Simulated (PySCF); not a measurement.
# C3H3F3O (1,1,1-trifluoro-2,3-epoxypropane): the cost of one run

The runs use PySCF 2.14.0, with density-fitted response routines of our own; the level of theory stands in each step. All values are computed, except where a source is named. Atoms are numbered from 0 throughout.

## Step 1: The molecule as given

10 atoms, charge 0, multiplicity 1; geometry from: GFN2-xTB. The atoms were then displaced at random by about 0.01 Å, so the start is not that level's minimum.

Bonds of the start (Å): F0–C1 1.32, C1–F2 1.35, C1–F3 1.33, C1–C4 1.52, C4–C5 1.47, C5–O6 1.39, O6–C4 1.40, C4–H7 1.07, C5–H8 1.10, C5–H9 1.09.

## Step 2: Optimising the geometry at PBE0-D3(BJ)/def2-SVP

The job: settings as JSON, then the geometry in Å.

```
{"job": {"xc": "PBE0", "basis": "def2-SVP", "d3": "d3bj", "grid": 1, "shake": 0.01, "kind": "geom"}, "charge": 0, "multiplicity": 1}
F     -1.177570     1.033750     0.963720
C     -1.208480     0.052250     0.078520
F     -2.134520     0.343770    -0.862190
F     -1.622210    -1.028370     0.727930
C      0.160150    -0.223330    -0.529770
C      1.368480     0.041400     0.267160
O      0.984830     0.876940    -0.770290
H      0.155520    -0.994460    -1.277640
H      1.275000     0.447050     1.289640
H      2.249240    -0.569940     0.091870
```

Run with:

```console
> OMP_NUM_THREADS=1 python probes_run.py task.json out
```

One launch serves the whole session: the jobs run in the order shown.

Q: Estimate the wall time and peak memory of this first job on 1 thread of Arm Neoverse N1, shared host.

About 84 s, with a peak of 0.47 GiB.
